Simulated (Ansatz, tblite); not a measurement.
**The cluster Hg3Te3: rung by rung**

How do method and basis change the picture of the cluster Hg3Te3 (singlet)?

Method: as each input shows; program: Ansatz 0.2.0, Gaussian basis.

The runs, in order: GFN1-xTB, GFN2-xTB, PBE-D4/def2-TZVP, r2SCAN-D4/def2-TZVP, ωB97M-V/def2-TZVP, ωB97X-V/def2-TZVP, BHLYP-D4/def2-TZVP, PBE-D4/def2-SVP, PBE0-D4/def2-SVP, PBE0-D4/def2-TZVPD, PBE-D4/def2-TZVPD, MP2/def2-TZVP, RPA/def2-TZVP.

7 further runs of the same task are left out: 5 that didn't finish, 2 set aside as unsound or not needed.

## (1) The structure

The geometry is that of the singlet, from an earlier relaxation (B3LYP-D4/def2-SVP). At that level it is the lowest of the isomers that a small search found.

6 atoms, charge 0, spin multiplicity 1.

Bond lengths: Hg1–Te4 2.727 Å, Hg1–Te6 2.727 Å, Hg2–Te4 2.727 Å, Hg2–Te5 2.727 Å, Hg3–Te5 2.727 Å, Hg3–Te6 2.727 Å. Angles: Te4–Hg1–Te6 161.2°, Te4–Hg2–Te5 161.2°, Te5–Hg3–Te6 161.2°, Hg1–Te4–Hg2 78.8°, Hg2–Te5–Hg3 78.8°, Hg1–Te6–Hg3 78.8°.

Hg, Te take a core potential in the def2 sets. No spin-orbit coupling is included.

PBE0-D4/def2-TZVP was run before; its log isn't repeated, and its numbers join the tables.

## (2) GFN1-xTB

Tight binding, by tblite at 300 K electronic temperature and without a spin-polarisation term:

```python
tblite.interface.Calculator('GFN1-xTB', numbers, positions, charge=0, uhf=0).singlepoint()
```

Energy -383.9692 eV, HOMO -10.41 eV, LUMO -6.72 eV; 0.009 s.

## (3) GFN2-xTB

Tight binding, by tblite at 300 K electronic temperature and without a spin-polarisation term:

```python
tblite.interface.Calculator('GFN2-xTB', numbers, positions, charge=0, uhf=0).singlepoint()
```

Energy -322.1647 eV, HOMO -10.88 eV, LUMO -7.58 eV; 0.013 s.

## (4) PBE-D4/def2-TZVP

start.molden holds the orbitals of an earlier run on this state, given as this run's starting guess.

File in.yaml:

```yaml
crystal:
  periodic: [false, false, false]
  atoms:
    - {symbol: Hg, position_ang: [0.813114, 1.825193, 0.064080]}
    - {symbol: Hg, position_ang: [-1.987948, -0.208257, -0.026445]}
    - {symbol: Hg, position_ang: [1.174868, -1.616813, -0.038207]}
    - {symbol: Te, position_ang: [-1.825909, 2.512668, 0.059271]}
    - {symbol: Te, position_ang: [-1.263564, -2.836354, -0.099664]}
    - {symbol: Te, position_ang: [3.089449, 0.323573, 0.040975]}
basis:
  gaussian: {orbitals: def2-TZVP, initial_orbitals: start.molden}
hamiltonian: {xc: pbe, dispersion: d4}
scf: {omitted_lower_state_checks: [starts]}
output: {orbitals: {seedname: orbitals}}
```

Started as:

```
ansatz run in.yaml --threads 4 --pin off --events-out ev --progress --plain --max-ram 4787MiB
```

The runs that follow: r2SCAN-D4/def2-TZVP; ωB97M-V/def2-TZVP; ωB97X-V/def2-TZVP; BHLYP-D4/def2-TZVP; PBE-D4/def2-SVP; PBE0-D4/def2-SVP; PBE0-D4/def2-TZVPD; PBE-D4/def2-TZVPD; MP2/def2-TZVP; RPA/def2-TZVP.

**Question.** What will the summary of the whole plan be? Wanted: gap in def2-TZVP, named functionals, smallest and largest; correlation energy, MP2/def2-TZVP; binding an atom, functionals in def2-TZVP; PBE0 total energy, smallest basis above largest.

As calculated:

| quantity | value |
| --- | --- |
| gap in def2-TZVP, named functionals, smallest and largest | 1.89 eV (PBE-D4), 7.26 eV (ωB97X-V) |
| correlation energy, MP2/def2-TZVP | -74.24 eV |
| binding an atom, functionals in def2-TZVP | 1.11 (BHLYP-D4) to 1.28 eV (PBE-D4) |
| PBE0 total energy, smallest basis above largest | 1.92 eV (def2-SVP, def2-TZVPD) |

**Reading.** Over the named functionals in def2-TZVP the gap runs from 1.89 eV (PBE-D4) to 7.26 eV (ωB97X-V); exact exchange widens it.
